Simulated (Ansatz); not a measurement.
# CoCuSO: the cost of one run

Program: Ansatz 0.2.0. Level of theory: DFT, r2SCAN, no spin polarisation, plane waves, PAW. These are calculated values, not measurements.

## (1) The system as given

Symmetry: P4/nmm, No. 129, tetragonal system. Conventional cell: a = 3.781 Å, b = 3.781 Å, c = 8.552 Å, α = 90.00°, β = 90.00°, γ = 90.00°. Cu (site symmetry -4m2) has 4 S at 2.31 Å as nearest neighbours. S (site symmetry 4mm) has 4 Cu at 2.31 Å as nearest neighbours. Co (site symmetry -4m2) is surrounded by 4 O at 1.99 Å. O (site symmetry 4mm) is surrounded by 4 Co at 1.99 Å.

Structure file:

```
Cu S Co O
1.0
     3.78062    0.00000    0.00000
     0.00000    3.78062    0.00000
     0.00000    0.00000    8.55162
Cu S Co O
2 2 2 2
Cartesian
  2.8355 0.9452 4.2758
  0.9452 2.8355 4.2758
  0.9452 0.9452 2.9435
  2.8355 2.8355 5.6082
  0.9452 2.8355 0.0000
  2.8355 0.9452 0.0000
  0.9452 0.9452 7.9154
  2.8355 2.8355 0.6362
```

It is a restart: the density comes from an earlier run on this cell.

## (2) Self-consistent run

Contents of input.yaml:

```yaml
crystal:
  lattice:
    - [3.780617, 0.0, 0.0]
    - [0.0, 3.780617, 0.0]
    - [0.0, 0.0, 8.551618]
  atoms:
    - { symbol: Cu, position: [0.75, 0.25, 0.5] }
    - { symbol: Cu, position: [0.25, 0.75, 0.5] }
    - { symbol: S, position: [0.25, 0.25, 0.3442] }
    - { symbol: S, position: [0.75, 0.75, 0.6558] }
    - { symbol: Co, position: [0.25, 0.75, 0.0] }
    - { symbol: Co, position: [0.75, 0.25, 0.0] }
    - { symbol: O, position: [0.25, 0.25, 0.9256] }
    - { symbol: O, position: [0.75, 0.75, 0.0744] }
  symmetry: { tolerance: 0.0003 }
kpoints:
  mp_grid: { grid: [9, 9, 4], shift: [0, 0, 0] }
  band_path:
    path:
      - [0.0, 0.0, 0.0]
      - [0.0, 0.5, 0.0]
      - [0.5, 0.5, 0.0]
      - [0.0, 0.0, 0.0]
      - [0.0, 0.0, 0.5]
      - [0.0, 0.5, 0.5]
      - [0.5, 0.5, 0.5]
      - [0.0, 0.0, 0.5]
      - [0.0, 0.5, 0.0]
      - [0.0, 0.5, 0.5]
      - [0.5, 0.5, 0.0]
    npoints: 6
magnetization:
  spin_polarized: false
scf:
  occupations: { method: fermi_dirac }
  lower_state_search: "off"
  max_iter: 200
hamiltonian:
  pseudopotentials: { kind: paw }
  xc: r2scan
basis:
  ecutwfc: 500
  fft_grid_basis: typed
output:
  forces: true
  stress: true
  eigenvalues: true
  bader: true
  populations: true
  elf: true
  write_potential: true
  volumetric_format: npy
  dos:
    e_range: [-12, 8]
    de: 0.05
    projected: { site_lists: { Co: [Co], Cu: [Cu], O: [O], S: [S] } }
checkpoint:
  read: saved_state
```

What time and memory should one allow on 1 thread of an Arm CPU, shared host?

About 2.5 min, with a peak of 0.81 GiB.
